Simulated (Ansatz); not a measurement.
**TePdSe: how the settings move a single-point run**

Question: which choices in the input matter for TePdSe? The cell is built on a prototype (Janus 1T monolayer) and needn't be the phase found in nature.

Program: Ansatz 0.2.0. Level of theory: reference: DFT, PBEsol, plane waves, PAW. These are calculated values, not measurements.

3 further runs of the same task are left out: 2 that didn't finish, 1 set aside as unsound or not needed.

## (1) The starting structure

Symmetry: P3m1, No. 156, trigonal system. Conventional cell: a = 3.843 Å, b = 3.843 Å, c = 30.368 Å, α = 90.00°, β = 90.00°, γ = 120.00°. Pd (site symmetry 3m) has 3 Se at 2.57 Å and 3 Te at 2.64 Å as nearest neighbours. Se (site symmetry 3m) is surrounded by 3 Pd at 2.57 Å. Te (site symmetry 3m) has 3 Pd at 2.64 Å as nearest neighbours.

Coordinates:

```cif
data_structure
_symmetry_space_group_name_H-M 'P3m1'
_symmetry_Int_Tables_number 156
_cell_length_a 3.8430
_cell_length_b 3.8430
_cell_length_c 30.3684
_cell_angle_alpha 90.000
_cell_angle_beta 90.000
_cell_angle_gamma 120.000
_cell_volume 388.41
loop_
_atom_site_label
_atom_site_type_symbol
_atom_site_symmetry_multiplicity
_atom_site_Wyckoff_symbol
_atom_site_fract_x
_atom_site_fract_y
_atom_site_fract_z
_atom_site_occupancy
Pd1 Pd 1 a 0.00000 0.00000 0.29783 1
Se1 Se 1 b 0.33333 0.66667 0.34027 1
Te1 Te 1 c 0.66667 0.33333 0.25098 1
```

## (2) The reference run

The input, input.yaml:

```yaml
crystal:
  lattice:
    - [3.8429870196, 0.0, 0.0]
    - [-1.9214935098, 3.3281243854, 0.0]
    - [0.0, 0.0, 30.3684122128]
  atoms:
    - { symbol: Pd, position: [0.0, 0.0, 0.2978295464] }
    - { symbol: Se, position: [0.3333333333, 0.6666666667, 0.3402734781] }
    - { symbol: Te, position: [0.6666666667, 0.3333333333, 0.2509786902] }
  periodic: [true, true, false]
kpoints:
  mp_grid: { grid: [6, 6, 1] }
hamiltonian:
  xc: pbesol
scf:
  occupations: { method: fixed }
  n_extra_bands: 4
output:
  forces: true
  stress: true
  eigenvalues: true
```

Run with:

```
ansatz run input.yaml --threads 4 --pin off --max-ram 4608MiB --backend cpu --events-out ev --progress --plain --runs-dir out
```

## (3) Changing settings: xc mr2scan

Edit input.yaml of step 2 so:

```diff
@@ -13,3 +13,3 @@
 hamiltonian:
-  xc: pbesol
+  xc: mr2scan
 scf:
```

## (4) Changed: accuracy high

Edit input.yaml of step 2 so:

```diff
@@ -21 +21,2 @@
   eigenvalues: true
+accuracy: high
```

## (5) Changing settings: occupations.method cold, occupations.width 0.2

Edit input.yaml of step 2 so:

```diff
@@ -15,3 +15,3 @@
 scf:
-  occupations: { method: fixed }
+  occupations: { method: cold, width: 0.2 }
   n_extra_bands: 4
```

## (6) Variant: xc_grid 3

Edit input.yaml of step 2 so:

```diff
@@ -21 +21,3 @@
   eigenvalues: true
+basis:
+  xc_grid: 3
```

## (7) Variant: occupations.method fermi_dirac, occupations.width 0.5

Edit input.yaml of step 2 so:

```diff
@@ -15,3 +15,3 @@
 scf:
-  occupations: { method: fixed }
+  occupations: { method: fermi_dirac, width: 0.5 }
   n_extra_bands: 4
```

## (8) Variant: mp_grid.grid [3, 3, 1]

Edit input.yaml of step 2 so:

```diff
@@ -11,3 +11,3 @@
 kpoints:
-  mp_grid: { grid: [6, 6, 1] }
+  mp_grid: { grid: [3, 3, 1] }
 hamiltonian:
```

What does the calculation give? Wanted: for each run, ending; energy change; gap; force.

**Answer**, as computed:

| run | ending | energy change | gap (eV) | force (eV/Å) | cycles | time |
| --- | --- | --- | --- | --- | --- | --- |
| reference | converged | 0 | 0.44 | 0.37 | 8 | 4.5 s |
| 1: xc mr2scan | converged | not comparable | 0.55 | 0.02 | 9 | 13 s |
| 2: accuracy high | converged | 0.0 meV/atom | 0.44 | 0.37 | 12 | 5.8 s |
| 3: occupations.method cold, occupations.width 0.2 | converged | 0.0 meV/atom (σ→0) | 0.44 | 0.37 | 16 | 8.3 s |
| 4: xc_grid 3 | converged | 0.0 meV/atom | 0.44 | 0.37 | 8 | 4.8 s |
| 5: occupations.method fermi_dirac, occupations.width 0.5 | converged | +43.4 meV/atom (σ→0) | 0.50 | 0.43 | 7 | 4.3 s |
| 6: mp_grid.grid [3, 3, 1] | converged | -45.1 meV/atom | 0.39 | 0.44 | 9 | 2.5 s |

Residual by cycle in the longest SCF loop of each run; runs are numbered as in the table. The quantity is the density residual dr2, in eV.

| cycle | reference | run 1 | run 2 | run 3 | run 4 | run 5 | run 6 |
| --- | --- | --- | --- | --- | --- | --- | --- |
| 1 | 0.067 | 0.126 | 0.067 | 0.0641 | 0.067 | 0.0681 | 0.0527 |
| 2 | 0.101 | 0.731 | 0.101 | 0.0905 | 0.101 | 0.00432 | 0.0581 |
| 4 | 0.0209 | 0.00227 | 0.0209 | 0.0206 | 0.0209 | 7.1e-5 | 0.0285 |
| 5 | 6.2e-5 | 1.6e-4 | 6.2e-5 | 3.8e-5 | 6.2e-5 | 5.6e-6 | 0.00213 |
| 6 | 9.8e-6 | 4.4e-5 | 9.8e-6 | 5.1e-6 | 9.8e-6 | 4.1e-7 | 1.5e-4 |
| 8 | 7.2e-8 | 2.3e-7 | 7.3e-8 | 3.4e-8 | 7.3e-8 | - | 2.5e-7 |
| 9 | - | 8.0e-9 | 2.6e-9 | 4.1e-9 | - | - | 4.6e-8 |
| 11 | - | - | 1.3e-10 | 2.6e-4 | - | - | - |
| 12 | - | - | 3.0e-11 | 4.4e-4 | - | - | - |
| 13 | - | - | - | 0.00124 | - | - | - |
| 15 | - | - | - | 5.3e-7 | - | - | - |
| 16 | - | - | - | 1.9e-8 | - | - | - |

What this shows: Of the variants the dearest is «xc mr2scan» (13 s), the cheapest «mp_grid.grid [3, 3, 1]» (2.5 s), on a shared host. The gap of the reference lacks spin-orbit coupling, though the cell holds Te.
